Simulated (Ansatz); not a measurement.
**Si with a defect (P on a Si site): a single-point run**

Aim: the field gradients at the nuclei of Si with a defect (P on a Si site), from a sound single-point run.

The COD entry's cell or inner coordinates are ideal or old and differ from later refinements, so a difference from it is no clean test against experiment.

Method: DFT, PBE, plane-wave PAW, default files, scalar-relativistic, in Ansatz 0.2.0.

## 1. The system as given

It takes space group F-43m (No. 216, cubic). Conventional cell: a = 16.281 Å, b = 16.281 Å, c = 16.281 Å, α = 90.00°, β = 90.00°, γ = 90.00°. P (site symmetry -43m) has 4 Si at 2.35 Å as nearest neighbours. Si (site symmetry m) is surrounded by 4 Si at 2.35 Å. Around Si (site symmetry 3m) lie 4 Si at 2.35 Å. Si (site symmetry 2mm) has 4 Si at 2.35 Å as nearest neighbours. Si (site symmetry 3m) is surrounded by 1 P at 2.35 Å and 3 Si at 2.35 Å. Only part of the 10 independent sites is listed.

The input asks for a charge of +1 e on the cell.

Coordinates:

```xyz
54
Lattice="0.0000 8.1407 8.1407 8.1407 0.0000 8.1407 8.1407 8.1407 0.0000" Properties=species:S:1:pos:R:3 pbc="T T T"
P     4.0703    4.0703    4.0703
Si    6.7839    6.7839    4.0703
Si    9.4975    9.4975    4.0703
Si    6.7839    4.0703    6.7839
Si    9.4975    6.7839    6.7839
Si   12.2110    9.4975    6.7839
Si    9.4975    4.0703    9.4975
Si   12.2110    6.7839    9.4975
Si   14.9246    9.4975    9.4975
Si    4.0703    6.7839    6.7839
Si    6.7839    9.4975    6.7839
Si    9.4975   12.2110    6.7839
Si    6.7839    6.7839    9.4975
Si    9.4975    9.4975    9.4975
Si   12.2110   12.2110    9.4975
Si    9.4975    6.7839   12.2110
Si   12.2110    9.4975   12.2110
Si   14.9246   12.2110   12.2110
Si    4.0703    9.4975    9.4975
Si    6.7839   12.2110    9.4975
Si    9.4975   14.9246    9.4975
Si    6.7839    9.4975   12.2110
Si    9.4975   12.2110   12.2110
Si   12.2110   14.9246   12.2110
Si    9.4975    9.4975   14.9246
Si   12.2110   12.2110   14.9246
Si   14.9246   14.9246   14.9246
Si    2.7136    2.7136    2.7136
Si    5.4271    5.4271    2.7136
Si    8.1407    8.1407    2.7136
Si    5.4271    2.7136    5.4271
Si    8.1407    5.4271    5.4271
Si   10.8542    8.1407    5.4271
Si    8.1407    2.7136    8.1407
Si   10.8542    5.4271    8.1407
Si   13.5678    8.1407    8.1407
Si    2.7136    5.4271    5.4271
Si    5.4271    8.1407    5.4271
Si    8.1407   10.8542    5.4271
Si    5.4271    5.4271    8.1407
Si    8.1407    8.1407    8.1407
Si   10.8542   10.8542    8.1407
Si    8.1407    5.4271   10.8542
Si   10.8542    8.1407   10.8542
Si   13.5678   10.8542   10.8542
Si    2.7136    8.1407    8.1407
Si    5.4271   10.8542    8.1407
Si    8.1407   13.5678    8.1407
Si    5.4271    8.1407   10.8542
Si    8.1407   10.8542   10.8542
Si   10.8542   13.5678   10.8542
Si    8.1407    8.1407   13.5678
Si   10.8542   10.8542   13.5678
Si   13.5678   13.5678   13.5678
```

## 2. Input and run

Contents of input.yaml:

```yaml
crystal:
  lattice:
    - [0.0, 8.14068, 8.14068]
    - [8.14068, 0.0, 8.14068]
    - [8.14068, 8.14068, 0.0]
  atoms:
    - { symbol: P, position: [0.25, 0.25, 0.25] }
    - { symbol: Si, position: [0.25, 0.25, 0.5833333333] }
    - { symbol: Si, position: [0.25, 0.25, 0.9166666667] }
    - { symbol: Si, position: [0.25, 0.5833333333, 0.25] }
    - { symbol: Si, position: [0.25, 0.5833333333, 0.5833333333] }
    - { symbol: Si, position: [0.25, 0.5833333333, 0.9166666667] }
    - { symbol: Si, position: [0.25, 0.9166666667, 0.25] }
    - { symbol: Si, position: [0.25, 0.9166666667, 0.5833333333] }
    - { symbol: Si, position: [0.25, 0.9166666667, 0.9166666667] }
    - { symbol: Si, position: [0.5833333333, 0.25, 0.25] }
    - { symbol: Si, position: [0.5833333333, 0.25, 0.5833333333] }
    - { symbol: Si, position: [0.5833333333, 0.25, 0.9166666667] }
    - { symbol: Si, position: [0.5833333333, 0.5833333333, 0.25] }
    - { symbol: Si, position: [0.5833333333, 0.5833333333, 0.5833333333] }
    - { symbol: Si, position: [0.5833333333, 0.5833333333, 0.9166666667] }
    - { symbol: Si, position: [0.5833333333, 0.9166666667, 0.25] }
    - { symbol: Si, position: [0.5833333333, 0.9166666667, 0.5833333333] }
    - { symbol: Si, position: [0.5833333333, 0.9166666667, 0.9166666667] }
    - { symbol: Si, position: [0.9166666667, 0.25, 0.25] }
    - { symbol: Si, position: [0.9166666667, 0.25, 0.5833333333] }
    - { symbol: Si, position: [0.9166666667, 0.25, 0.9166666667] }
    - { symbol: Si, position: [0.9166666667, 0.5833333333, 0.25] }
    - { symbol: Si, position: [0.9166666667, 0.5833333333, 0.5833333333] }
    - { symbol: Si, position: [0.9166666667, 0.5833333333, 0.9166666667] }
    - { symbol: Si, position: [0.9166666667, 0.9166666667, 0.25] }
    - { symbol: Si, position: [0.9166666667, 0.9166666667, 0.5833333333] }
    - { symbol: Si, position: [0.9166666667, 0.9166666667, 0.9166666667] }
    - { symbol: Si, position: [0.1666666667, 0.1666666667, 0.1666666667] }
    - { symbol: Si, position: [0.1666666667, 0.1666666667, 0.5] }
    - { symbol: Si, position: [0.1666666667, 0.1666666667, 0.8333333333] }
    - { symbol: Si, position: [0.1666666667, 0.5, 0.1666666667] }
    - { symbol: Si, position: [0.1666666667, 0.5, 0.5] }
    - { symbol: Si, position: [0.1666666667, 0.5, 0.8333333333] }
    - { symbol: Si, position: [0.1666666667, 0.8333333333, 0.1666666667] }
    - { symbol: Si, position: [0.1666666667, 0.8333333333, 0.5] }
    - { symbol: Si, position: [0.1666666667, 0.8333333333, 0.8333333333] }
    - { symbol: Si, position: [0.5, 0.1666666667, 0.1666666667] }
    - { symbol: Si, position: [0.5, 0.1666666667, 0.5] }
    - { symbol: Si, position: [0.5, 0.1666666667, 0.8333333333] }
    - { symbol: Si, position: [0.5, 0.5, 0.1666666667] }
    - { symbol: Si, position: [0.5, 0.5, 0.5] }
    - { symbol: Si, position: [0.5, 0.5, 0.8333333333] }
    - { symbol: Si, position: [0.5, 0.8333333333, 0.1666666667] }
    - { symbol: Si, position: [0.5, 0.8333333333, 0.5] }
    - { symbol: Si, position: [0.5, 0.8333333333, 0.8333333333] }
    - { symbol: Si, position: [0.8333333333, 0.1666666667, 0.1666666667] }
    - { symbol: Si, position: [0.8333333333, 0.1666666667, 0.5] }
    - { symbol: Si, position: [0.8333333333, 0.1666666667, 0.8333333333] }
    - { symbol: Si, position: [0.8333333333, 0.5, 0.1666666667] }
    - { symbol: Si, position: [0.8333333333, 0.5, 0.5] }
    - { symbol: Si, position: [0.8333333333, 0.5, 0.8333333333] }
    - { symbol: Si, position: [0.8333333333, 0.8333333333, 0.1666666667] }
    - { symbol: Si, position: [0.8333333333, 0.8333333333, 0.5] }
    - { symbol: Si, position: [0.8333333333, 0.8333333333, 0.8333333333] }
total_charge: 1
kpoints:
  mp_grid: { grid: [2, 2, 2] }
scf:
  occupations: { method: methfessel_paxton, width: 5.0 }
  max_iter: 100
hamiltonian:
  xc: pbe
  pseudopotentials: { kind: paw }
output:
  forces: true
  stress: true
  populations: true
  efg: { contact_densities: true }
```

On the command line:

```
$ ansatz run input.yaml --threads 1 --pin off --max-ram 3072MiB --backend cpu --events-out ev --progress --plain --runs-dir out
```

Q: Will this input give a usable result? If not, why, and what should change?

The run converged and reported no error. Convergence says nothing about whether the input makes sense.

The suspect setting: scf.occupations.method is methfessel_paxton; scf.occupations.width is 5.0. The width is far wider than usual, so occupations near the Fermi level are blurred and the entropy term grows.

Run again and compare: set scf.occupations.method to fermi_dirac and scf.occupations.width to 0.01.
